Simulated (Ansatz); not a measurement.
# F4GeH3N: the cost of one run

All numbers below are computed with Ansatz 0.2.0 (RKS PBE/def2-SVP).

## Step 1: Starting point

Bond lengths: Ge1–F2 2.107 Å, Ge1–F3 1.704 Å, Ge1–F4 1.703 Å, Ge1–F5 1.737 Å, Ge1–N7 2.228 Å, N7–H8 1.012 Å, N7–H9 1.012 Å. Angles: F2–Ge1–F3 88.1°, F2–Ge1–F4 88.7°, F2–Ge1–F5 164.5°, F2–Ge1–N7 66.1°, F3–Ge1–F4 116.4°, F3–Ge1–F5 99.2°, F3–Ge1–N7 120.2°, F4–Ge1–F5 100.0°, F4–Ge1–N7 115.8°, F5–Ge1–N7 98.5°, Ge1–N7–H8 113.0°, Ge1–N7–H9 114.4°, H8–N7–H9 110.4°.

Coordinates:

```xyz
9

Ge   -0.7640   -0.5312   -0.1675
F     1.0188   -1.2630    0.6853
F    -0.6203   -1.7386   -1.3618
F    -1.5815   -0.9708    1.2602
F    -1.9763    0.4604   -0.9177
H     1.3665   -0.1199    0.5366
N     0.8274    1.0106    0.0620
H     0.5766    1.7441    0.7127
H     1.1526    1.4083   -0.8098
```

## Step 2: Pulling towards end A

Springs on the bonds that form and break draw the guess towards this end; the thresholds are loose.

File input.yaml:

```yaml
crystal:
  periodic: [false, false, false]
  atoms:
    - { symbol: Ge, position_ang: [-0.764, -0.5312, -0.1675] }
    - { symbol: F, position_ang: [1.0188, -1.263, 0.6853] }
    - { symbol: F, position_ang: [-0.6203, -1.7386, -1.3618] }
    - { symbol: F, position_ang: [-1.5815, -0.9708, 1.2602] }
    - { symbol: F, position_ang: [-1.9763, 0.4604, -0.9177] }
    - { symbol: H, position_ang: [1.3665, -0.1199, 0.5366] }
    - { symbol: "N", position_ang: [0.8274, 1.0106, 0.062] }
    - { symbol: H, position_ang: [0.5766, 1.7441, 0.7127] }
    - { symbol: H, position_ang: [1.1526, 1.4083, -0.8098] }
basis:
  gaussian: { orbitals: def2-SVP }
hamiltonian:
  xc: pbe
relax:
  f_tol: 0.15
  max_steps: 25
  restrain:
    - { distance: [0, 6], at: 3.21, k: 30.0 }
    - { distance: [5, 1], at: 2.18, k: 30.0 }
    - { distance: [0, 1], at: 1.77, k: 30.0 }
    - { distance: [5, 6], at: 1.02, k: 30.0 }
```

Run with:

```console
$ ansatz run input.yaml --threads 2 --pin off --max-ram 3072MiB --backend cpu --events-out ev --progress --plain --runs-dir out
```

What time and memory should one allow on 2 threads of Intel Xeon Platinum 8175M at 2.50GHz (Skylake/Cascade Lake), shared host?

About 40 s, with a peak of 0.17 GiB.
